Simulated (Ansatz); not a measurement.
# YSb5Se2: the cost of one run

Method: DFT PBE, scalar-relativistic, plane waves, PAW, in Ansatz 0.2.0.

2 further runs of the same task are left out: 1 that didn't finish, 1 set aside as unsound or not needed. Runs told in other sessions of the task aren't counted.

## (1) The structure to begin with

It takes space group P-62m (No. 189, hexagonal). The conventional cell has a = 6.985 Å, b = 6.985 Å, c = 5.509 Å, α = 90.00°, β = 90.00°, γ = 120.00°. Around Y (site symmetry -62m) lie 12 Sb at 3.95 to 4.03 Å. Sb (site symmetry m2m) is surrounded by 2 Se at 2.12 Å. Sb (site symmetry -6) has 2 Se at 2.75 Å in its first shell of neighbours. Se (site symmetry -6) has 5 Sb at 2.12 to 2.75 Å in its first shell of neighbours.

As a file:

```cif
data_structure
_symmetry_space_group_name_H-M 'P-62m'
_symmetry_Int_Tables_number 189
_cell_length_a 6.9847
_cell_length_b 6.9847
_cell_length_c 5.5089
_cell_angle_alpha 90.000
_cell_angle_beta 90.000
_cell_angle_gamma 120.000
_cell_volume 232.75
loop_
_atom_site_label
_atom_site_type_symbol
_atom_site_symmetry_multiplicity
_atom_site_Wyckoff_symbol
_atom_site_fract_x
_atom_site_fract_y
_atom_site_fract_z
_atom_site_occupancy
Y1 Y 1 b 0.00000 0.00000 0.50000 1
Sb1 Sb 3 f 0.40487 0.00000 0.00000 1
Sb2 Sb 2 d 0.33333 0.66667 0.50000 1
Se1 Se 2 c 0.33333 0.66667 0.00000 1
```

The cell is invented: random cell by space group and Wyckoff sites (P-62m, No. 189). Its size is a rough estimate.

## (2) A first look at the guess

input.yaml reads:

```yaml
crystal:
  lattice:
    - [6.98472095, 0.0, 0.0]
    - [-3.49236048, 6.04894578, 0.0]
    - [0.0, 0.0, 5.50887868]
  atoms:
    - { symbol: "Y", position: [0.0, 0.0, 0.5] }
    - { symbol: Sb, position: [0.40486763, 0.0, 0.0] }
    - { symbol: Sb, position: [0.0, 0.40486763, 0.0] }
    - { symbol: Sb, position: [0.59513237, 0.59513237, 0.0] }
    - { symbol: Sb, position: [0.33333333, 0.66666667, 0.5] }
    - { symbol: Sb, position: [0.66666667, 0.33333333, 0.5] }
    - { symbol: Se, position: [0.33333333, 0.66666667, 0.0] }
    - { symbol: Se, position: [0.66666667, 0.33333333, 0.0] }
basis:
  ecutwfc: 420
kpoints:
  mp_grid: { grid: [3, 3, 4] }
hamiltonian:
  xc: pbe
scf:
  occupations: { method: gaussian, width: 0.1 }
  lower_state_search: "off"
output:
  forces: true
  stress: true
  eigenvalues: true
```

Run with:

```console
$ ansatz run input.yaml --threads 1 --pin off --max-ram 2560MiB --backend cpu --events-out ev --progress --plain --runs-dir out
```

Q: Estimate wall time and peak memory on 1 thread of AMD EPYC 7B13 (Zen 3), shared host.

About 11 s, with a peak of 0.54 GiB.
